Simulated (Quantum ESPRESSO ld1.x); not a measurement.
# Xe⁴⁺ in [Kr] 4d10 5s2 5p2: an all-electron calculation

Wanted: eigenvalues, radial structure and energy terms of the xenon ion Xe4+.

Method: scalar-relativistic Kohn-Sham, revPBE, spin-unpolarised, spherical densities, point nucleus. Code: Quantum ESPRESSO ld1.x 7.5.

### Step 1. The atom as given

| Item | Value |
| --- | --- |
| element | xenon (Z = 54) |
| charge | +4 |
| electrons | 50 |
| configuration | [Kr] 4d10 5s2 5p2 |

The outer shells:

Xe⁴⁺
```
[Kr] core
4d [↑↓][↑↓][↑↓][↑↓][↑↓]
5s [↑↓]
5p [↑ ][↑ ][  ]
```

### Step 2. Self-consistent calculation

Contents of ld1.in:

```fortran
 &input
    atom='Xe',
    iswitch=1,
    rel=1,
    dft='REVPBE',
    config='[Kr] 4d10 5s2 5p2 6s0 4f0 5d0 6p0',
    verbosity='high',
    prefix='ld1',
    max_out_wfc=37,
    file_charge='ld1.rho',
 /
```

What does the calculation give?

**Answer**, as computed:

| quantity | value |
| --- | --- |
| total energy | -7443.582 hartree |
| exchange-correlation share of it | 2.49 % |
| −T/E | 1.0517 |
| highest occupied level | 5p, -47.724 eV |
| most extended occupied level | 5p, <r> = 1.94 bohr |
| radius at density 0.001 e/bohr³ | 3.43 bohr |
| maxima of the radial density | 4 |
| ionisation energy, NIST | 54.1 (semi-emp.) eV |

**Reading.** 5 principal shells are occupied and 4 maxima appear in the radial density; where shells overlap, one shows as a shoulder or not at all. Relativity lifts −T/E to 1.052. The top level binds by 47.724 eV, 88 % of the NIST ionisation energy of 54.1 eV; the potential of a semilocal functional falls off too fast, so its top eigenvalue is too shallow. Spin polarisation and multiplet splitting are left out. Spin-orbit splitting is averaged out at the scalar-relativistic level.
